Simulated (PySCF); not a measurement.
# C6H9O2P: the cost of one run

Programs: PySCF 2.14.0, with routines of our own; each step states its level. All values are computed. Atoms count from 0.

## 1. The system as given

18 atoms, charge 0, multiplicity 1; geometry from: GFN2-xTB.

## 2. Vibronic structure: TDDFT PBE/def2-SVP

The job: settings as JSON, then the geometry in Å.

```
{"job": {"kind": "vib", "xc": "PBE", "basis": "def2-SVP", "tda": false}, "charge": 0, "multiplicity": 1}
C      0.813391    -1.337014    -2.519684
C      0.668895    -0.241585    -2.059272
C      0.492614     1.063626    -1.476411
P      0.652298     0.936190     0.357488
O      2.005408     0.689181     0.868351
O      0.104531     2.391011     0.809385
C     -0.610713    -0.261020     0.911225
C     -1.868095     0.117983     1.069458
C     -0.078113    -1.631866     1.139465
H      0.950325    -2.287558    -2.941551
H     -0.486595     1.474566    -1.727216
H      1.278524     1.743626    -1.816938
H      0.655351     2.697715     1.532378
H     -2.176794     1.132801     0.883148
H     -2.631415    -0.569850     1.396838
H      0.233653    -2.063098     0.187675
H      0.808219    -1.571376     1.769643
H     -0.820244    -2.277013     1.604360
```

Method: TDDFT PBE/def2-SVP vertical-gradient vibronic structure (displaced harmonic oscillators, Condon), gas phase.

Run with:

```console
OMP_NUM_THREADS=1 python excited_run.py task.json out
```

This one command runs all jobs of the session in turn.

Q: Estimate the wall time and peak memory of this first job on 1 thread of Intel Xeon Platinum 8488C, shared host.

About 52 s, with a peak of 0.82 GiB.
